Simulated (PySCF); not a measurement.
**C₇H₈O₃Si: NMR shifts in solvents**

Aim: compute the NMR shifts of C₇H₈O₃Si (`O=C(O)c1ccc(O[SiH3])cc1`), and see what a dielectric continuum does where one was used.

The runs use PySCF 2.14.0, with density-fitted response routines of our own; the level of theory stands in each step. All values are computed, except where a source is named. Atoms are numbered from 0 throughout.

## (1) Starting geometry

19 atoms, charge 0, multiplicity 1; geometry from: GFN2-xTB.

Bonds of the start (Å): O0–C1 1.21, C1–O2 1.34, C1–C3 1.47, C3–C4 1.39, C4–C5 1.38, C5–C6 1.39, C6–O7 1.34, O7–Si8 1.63, C6–C9 1.40, C9–C10 1.38, C10–C3 1.39, O2–H11 0.97, C4–H12 1.08, C5–H13 1.08, Si8–H14 1.45, Si8–H15 1.46, Si8–H16 1.46, C9–H17 1.08, C10–H18 1.08.

## (2) Geometry optimisation at PBE0-D3(BJ)/def2-SVP

Job settings and geometry (Å):

```
{"job": {"xc": "PBE0", "basis": "def2-SVP", "d3": "d3bj", "grid": 1, "kind": "geom"}, "charge": 0, "multiplicity": 1}
O      3.293043     0.190741     2.046312
C      3.011235     0.036306     0.882740
O      3.959831    -0.091898    -0.061873
C      1.636771    -0.031288     0.353668
C      0.573923     0.088949     1.248205
C     -0.727671     0.031467     0.800672
C     -0.991385    -0.148153    -0.555644
O     -2.236603    -0.211342    -1.045743
Si    -3.729187    -0.120735    -0.393897
C      0.072227    -0.268681    -1.452416
C      1.373532    -0.210826    -1.003500
H      4.834461    -0.038989     0.353603
H      0.795318     0.227685     2.295627
H     -1.554372     0.123848     1.488553
H     -4.509247    -0.279496    -1.609378
H     -3.932002    -1.196157     0.578078
H     -3.925119     1.171981     0.264151
H     -0.148772    -0.407467    -2.499305
H      2.194212    -0.303619    -1.697314
```

On the command line:

```sh
$ OMP_NUM_THREADS=1 python probes_run.py task.json out
```

One launch serves the whole session: the jobs run in the order shown.

Standard output:

```text
step   0  E = -785.65654765  max force = 0.030433
step   1  E = -785.66134492  max force = 0.005828
step   2  E = -785.66165372  max force = 0.005136
step   3  E = -785.66175233  max force = 0.003486
step   4  E = -785.66185588  max force = 0.002818
step   5  E = -785.66185945  max force = 0.002361
step   6  E = -785.66191381  max force = 0.001152
step   7  E = -785.66191807  max force = 0.000731
step   8  E = -785.66191979  max force = 0.000537
step   9  E = -785.66191957  max force = 0.000616
step  10  E = -785.66192165  max force = 0.000291
optimisation converged
```

It took 11 min on 1 thread, shared host.

Along the way:

| step | energy from step 0 (eV) | largest force component (eV/Å) |
| --- | --- | --- |
| 0 | 0.0000 | 1.5649 |
| 1 | -0.1305 | 0.2997 |
| 2 | -0.1389 | 0.2641 |
| 3 | -0.1416 | 0.1793 |
| 4 | -0.1444 | 0.1449 |
| 5 | -0.1445 | 0.1214 |
| 6 | -0.1460 | 0.0592 |
| 7 | -0.1461 | 0.0376 |
| 8 | -0.1462 | 0.0276 |
| 9 | -0.1462 | 0.0317 |
| 10 | -0.1462 | 0.0150 |

Distances of close pairs at the start and the end, largest changes first:

| bond | before (Å) | after (Å) | change (Å) |
| --- | --- | --- | --- |
| O7–Si8 | 1.631 | 1.684 | +0.053 |
| Si8–H14 | 1.453 | 1.484 | +0.031 |
| Si8–H15 | 1.464 | 1.492 | +0.029 |
| Si8–H16 | 1.464 | 1.492 | +0.029 |
| C5–H13 | 1.079 | 1.093 | +0.014 |
| C4–H12 | 1.080 | 1.092 | +0.012 |
| C10–H18 | 1.079 | 1.091 | +0.012 |
| C9–H17 | 1.079 | 1.091 | +0.012 |

The next job starts from the end point, and lists it.

| at the end point | value |
| --- | --- |
| point group (found at 0.08 Å tolerance) | Cs |
| rotational constants (GHz, main isotopes) | 3.297, 0.422, 0.376 |
| dipole moment (D) | 1.86 |

## (3) Shielding tensors: PBE0/pcSseg-1 in benzene

Job settings and geometry (Å):

```
{"job": {"kind": "nmr", "xc": "PBE0", "basis": "pcSseg-1", "solvent": "benzene", "pop": true}, "charge": 0, "multiplicity": 1}
O      3.213984     0.301572     2.128051
C      2.984857     0.160954     0.951709
O      3.963329     0.112809     0.034338
C      1.632361     0.026903     0.366354
C      0.532492     0.090034     1.226949
C     -0.759641    -0.019018     0.731575
C     -0.966968    -0.195507    -0.643515
O     -2.194777    -0.301745    -1.184971
Si    -3.692330    -0.264817    -0.414776
C      0.132567    -0.265864    -1.509328
C      1.419999    -0.154679    -1.006991
H      4.793586     0.206725     0.524443
H      0.715637     0.229741     2.294327
H     -1.610725     0.034956     1.415793
H     -4.685663    -0.420135    -1.506828
H     -3.796991    -1.384923     0.565857
H     -3.878033     1.035211     0.294082
H     -0.054625    -0.407597    -2.574990
H      2.278006    -0.207503    -1.678897
```

With the program's defaults for keys left out, this is: GIAO PBE0/pcSseg-1 NMR shielding, non-relativistic, IEF-PCM benzene.

Standard output:

```text
coarse grid: 17448 points
cycle   1  E = -785.7401755523  dE =  2.017e+00  |g| = 1.059e+00  |ddm| = 4.406e+00
cycle   2  E = -785.4024638794  dE =  3.377e-01  |g| = 1.733e+00  |ddm| = 2.605e+00
cycle   3  E = -785.9289419884  dE = -5.265e-01  |g| = 2.750e-01  |ddm| = 1.883e+00
cycle   4  E = -785.9428402665  dE = -1.390e-02  |g| = 8.285e-02  |ddm| = 2.862e-01
cycle   5  E = -785.9439469447  dE = -1.107e-03  |g| = 2.486e-02  |ddm| = 7.126e-02
cycle   6  E = -785.9440816880  dE = -1.347e-04  |g| = 6.427e-03  |ddm| = 2.808e-02
cycle   7  E = -785.9440890848  dE = -7.397e-06  |g| = 2.344e-03  |ddm| = 6.826e-03
final grid: 166984 points
cycle   8  E = -786.0380760895  dE = -2.176e-05  |g| = 1.398e-02  |ddm| = 5.182e-02
cycle   9  E = -786.0380080609  dE =  6.803e-05  |g| = 2.365e-02  |ddm| = 3.260e-02
cycle  10  E = -786.0381113769  dE = -1.033e-04  |g| = 1.986e-03  |ddm| = 2.164e-02
cycle  11  E = -786.0381121899  dE = -8.131e-07  |g| = 4.338e-04  |ddm| = 1.935e-03
cycle  12  E = -786.0381122206  dE = -3.065e-08  |g| = 1.641e-04  |ddm| = 4.617e-04
cycle  13  E = -786.0381122259  dE = -5.350e-09  |g| = 4.699e-05  |ddm| = 1.968e-04
cycle  14  E = -786.0381122263  dE = -3.772e-10  |g| = 1.598e-05  |ddm| = 5.599e-05
converged SCF energy = -786.0381122263

GIAO shielding tensors (ppm)
atom      isotropic    diamagn.    paramagn.     s11        s22        s33       span
  0 O      -53.798     403.748    -457.546   -260.618   -188.061    287.286    547.904
  1 C       15.261     246.124    -230.863    -78.860     49.387     75.256    154.116
  2 O      134.970     389.029    -254.059    -12.736    164.172    253.472    266.207
  3 C       60.049     261.303    -201.253    -29.665     47.116    162.697    192.361
  4 C       44.176     251.867    -207.691    -65.237     22.295    175.471    240.709
  5 C       65.856     261.442    -195.586    -20.935     52.654    165.849    186.784
  6 C       17.237     255.906    -238.669    -76.637     13.625    114.721    191.358
  7 O      224.554     397.298    -172.744    140.761    228.567    304.334    163.572
  8 Si     385.232     877.768    -492.535    343.842    354.568    457.287    113.445
  9 C       60.248     253.974    -193.726    -27.028     46.997    160.774    187.802
 10 C       45.964     249.865    -203.901    -56.838     21.684    173.045    229.883
 11 H       25.098      26.073      -0.975     20.757     21.158     33.379     12.622
 12 H       22.843      32.662      -9.819     18.590     22.473     27.466      8.876
 13 H       24.322      34.015      -9.693     19.854     24.389     28.723      8.869
 14 H       26.231      26.966      -0.735     22.561     24.899     31.233      8.672
 15 H       26.119      28.106      -1.988     23.118     24.524     30.714      7.596
 16 H       26.112      28.270      -2.158     23.077     24.569     30.689      7.612
 17 H       24.021      31.055      -7.034     19.928     24.323     27.810      7.882
 18 H       22.996      31.358      -8.362     18.522     22.817     27.648      9.125
```

Run time: 2.6 min. Hardware: 1 thread, shared host.

Shifts follow as δ = σ(reference) − σ, with reference shieldings (ppm) from runs at the same level and on the same kind of geometry: 1H TMS 31.25, 13C TMS 184.9, 29Si TMS 351.9, 17O H2O 338.8. The references are single molecules in the same continuum, so shifts against H2O, NH3, PH3, H3PO4 or CFCl3 are not on the usual liquid scales and can be off by tens of ppm. Atoms listed in one row are averaged.

| atoms | environment | σ (ppm) | δ (ppm) |
| --- | --- | --- | --- |
| C1 | carboxylic acid carbon | 15.3 | 169.6 |
| C6 | aromatic carbon bearing oxygen | 17.2 | 167.6 |
| C4, C10 | aromatic CH | 45.1 | 139.8 |
| C3 | substituted aromatic carbon | 60.0 | 124.8 |
| C5, C9 | aromatic CH | 63.1 | 121.8 |
| H12, H18 | hydrogen on an aromatic CH | 22.92 | 8.34 |
| H13, H17 | hydrogen on an aromatic CH | 24.17 | 7.08 |
| H11 | hydrogen on an acid hydroxyl oxygen | 25.10 | 6.16 |
| H14, H15, H16 | hydrogen on a silicon bonded to O | 26.15 | 5.10 |
| O0 | carbonyl oxygen | -53.8 | 392.6 |
| O2 | acid hydroxyl oxygen | 135.0 | 203.8 |
| O7 | oxygen bonded to C, Si | 224.6 | 114.2 |
| Si8 | silicon bonded to O, 3 H | 385.2 | -33.3 |

Charges from the same density, by scheme (e):

| atoms | Mulliken | IAO | Hirshfeld | ESP fit |
| --- | --- | --- | --- | --- |
| O0 | -0.44 | -0.50 | -0.29 | -0.59 |
| C1 | 0.61 | 0.53 | 0.20 | 0.73 |
| O2 | -0.37 | -0.49 | -0.17 | -0.61 |
| C3 | -0.42 | -0.09 | -0.04 | -0.15 |
| C4, C10 | 0.05 | -0.12 | -0.04 | -0.08 |
| C5, C9 | -0.14 | -0.20 | -0.07 | -0.37 |
| C6 | 0.33 | 0.23 | 0.09 | 0.52 |
| O7 | -0.64 | -0.57 | -0.19 | -0.47 |
| Si8 | 0.66 | 0.83 | 0.40 | 0.58 |

Mayer bond orders: O0–C1 1.93, C1–O2 1.15, C1–C3 0.99, C3–C4 1.40, C4–C5 1.46, C5–C6 1.35, C6–O7 0.94, O7–Si8 0.86, C6–C9 1.38, C9–C10 1.46, C10–C3 1.33.

Ring of atoms C3, C4, C5, C6, C9, C10: NICS(0) -8.9, NICS(1) -10.8, NICS(1)zz -25.2 ppm (means of both faces).

## (4) NMR shieldings: PBE0/pcSseg-1 in chloroform

Settings changed since step 3:

```diff
@@ -1,2 +1,2 @@
-{"job": {"kind": "nmr", "xc": "PBE0", "basis": "pcSseg-1", "solvent": "benzene", "pop": true}, "charge": 0, "multiplicity": 1}
+{"job": {"kind": "nmr", "xc": "PBE0", "basis": "pcSseg-1", "solvent": "chloroform", "pop": false}, "charge": 0, "multiplicity": 1}
 O      3.213984     0.301572     2.128051
```

With the program's defaults for keys left out, this is: GIAO PBE0/pcSseg-1 NMR shielding, non-relativistic, IEF-PCM chloroform.

Standard output:

```text
coarse grid: 17448 points
cycle   1  E = -785.7460996790  dE =  2.011e+00  |g| = 1.055e+00  |ddm| = 4.406e+00
cycle   2  E = -785.4274711632  dE =  3.186e-01  |g| = 1.703e+00  |ddm| = 2.527e+00
cycle   3  E = -785.9344014262  dE = -5.069e-01  |g| = 2.543e-01  |ddm| = 1.808e+00
cycle   4  E = -785.9461807052  dE = -1.178e-02  |g| = 8.038e-02  |ddm| = 2.648e-01
cycle   5  E = -785.9472261981  dE = -1.045e-03  |g| = 2.322e-02  |ddm| = 6.770e-02
cycle   6  E = -785.9473420022  dE = -1.158e-04  |g| = 6.055e-03  |ddm| = 2.574e-02
cycle   7  E = -785.9473483967  dE = -6.394e-06  |g| = 2.207e-03  |ddm| = 6.280e-03
final grid: 166984 points
cycle   8  E = -786.0413256237  dE = -2.250e-05  |g| = 1.384e-02  |ddm| = 5.193e-02
cycle   9  E = -786.0412623909  dE =  6.323e-05  |g| = 2.307e-02  |ddm| = 3.158e-02
cycle  10  E = -786.0413603268  dE = -9.794e-05  |g| = 1.831e-03  |ddm| = 2.072e-02
cycle  11  E = -786.0413610100  dE = -6.831e-07  |g| = 4.214e-04  |ddm| = 1.763e-03
cycle  12  E = -786.0413610382  dE = -2.822e-08  |g| = 1.585e-04  |ddm| = 4.313e-04
cycle  13  E = -786.0413610431  dE = -4.871e-09  |g| = 4.575e-05  |ddm| = 1.848e-04
cycle  14  E = -786.0413610434  dE = -3.542e-10  |g| = 1.454e-05  |ddm| = 5.347e-05
converged SCF energy = -786.0413610434

GIAO shielding tensors (ppm)
atom      isotropic    diamagn.    paramagn.     s11        s22        s33       span
  0 O      -47.114     404.121    -451.235   -251.182   -179.598    289.438    540.621
  1 C       14.688     246.063    -231.375    -77.910     46.673     75.300    153.210
  2 O      134.499     389.486    -254.987    -15.896    167.766    251.627    267.522
  3 C       60.236     261.659    -201.423    -29.273     47.294    162.688    191.961
  4 C       44.282     251.769    -207.487    -65.153     22.352    175.646    240.799
  5 C       65.475     261.257    -195.781    -21.175     51.122    166.479    187.654
  6 C       16.996     256.006    -239.010    -77.042     13.344    114.687    191.729
  7 O      223.835     397.563    -173.728    139.924    227.194    304.387    164.462
  8 Si     384.510     877.724    -493.214    343.418    353.758    456.354    112.936
  9 C       60.134     253.859    -193.725    -27.026     46.333    161.096    188.123
 10 C       45.884     249.662    -203.778    -56.859     21.183    173.328    230.187
 11 H       24.832      25.847      -1.015     20.534     20.755     33.208     12.674
 12 H       22.833      32.706      -9.873     18.579     22.469     27.451      8.872
 13 H       24.218      33.858      -9.640     19.708     24.332     28.615      8.907
 14 H       26.219      26.932      -0.713     22.547     24.890     31.220      8.674
 15 H       26.105      28.062      -1.956     23.100     24.514     30.702      7.602
 16 H       26.098      28.225      -2.126     23.059     24.558     30.677      7.618
 17 H       23.958      30.970      -7.012     19.846     24.295     27.734      7.888
 18 H       22.947      31.338      -8.392     18.457     22.801     27.582      9.125
```

It took 2.4 min on 1 thread, shared host.

Key values: δ C1 170.5, C6 168.2, C4 140.1, C3 124.9, H12 8.36, H13 7.16 ppm (means over like atoms).

## (5) Run by run: NMR shifts

Shifts (ppm) of some atoms, chosen among heavy atoms and hydrogens apart, means over like atoms, with basis size and wall time:

| run | C1 | H13 | H11 | O0 | O2 | O7 | Si8 | functions | time |
| --- | --- | --- | --- | --- | --- | --- | --- | --- | --- |
| PBE0/pcSseg-1 in benzene | 169.6 | 7.08 | 6.16 | 392.6 | 203.8 | 114.2 | -33.3 | 234 | 2.6 min |
| PBE0/pcSseg-1 in chloroform | 170.5 | 7.16 | 6.41 | 388.1 | 206.5 | 117.1 | -32.7 | 234 | 2.4 min |

The continuum's effect on the ground state:

| solvent | ε | polarisation energy (Eh) | μ (D) |
| --- | --- | --- | --- |
| benzene | 2.27 | -0.0059 | 2.32 |
| chloroform | 4.71 | -0.0096 | 2.44 |

## (6) Results

| quantity | value |
| --- | --- |
| point group | Cs |
| rotational constants (main isotopes) | 3.30, 0.42, 0.38 GHz |
| 13C shifts against TMS (PBE0/pcSseg-1, benzene, means over atoms taken as alike) | 169.6, 167.6, 139.8, 124.8, 121.8 ppm |
| 1H shifts against TMS (PBE0/pcSseg-1, benzene, means over atoms taken as alike) | 8.34, 7.08, 6.16, 5.10 ppm |
| 17O shifts against H2O (PBE0/pcSseg-1, benzene) | 392.6, 203.8, 114.2 ppm |
| 29Si shifts against TMS (PBE0/pcSseg-1, benzene) | -33.3 ppm |
| range of the shift of O0 | 388.1 to 392.6 ppm |

**Reading.** The optimisation took 10 steps and gained 0.146 eV; among the close pairs (by a distance rule), O7–Si8 changed most, from 1.631 to 1.684 Å. At PBE0/pcSseg-1: The largest span, 548 ppm, is at O0, where the paramagnetic term is -458 ppm. NICS(1)zz of -25 ppm above the planar ring from C3 marks a diatropic (aromatic) ring current. Across the 2 runs the shift of O0 moves most, between 388.1 (PBE0/pcSseg-1 in chloroform) and 392.6 ppm (PBE0/pcSseg-1 in benzene). The continuum holds electrostatics alone: no hydrogen bonds to the solvent, and the gas-phase geometry is kept.
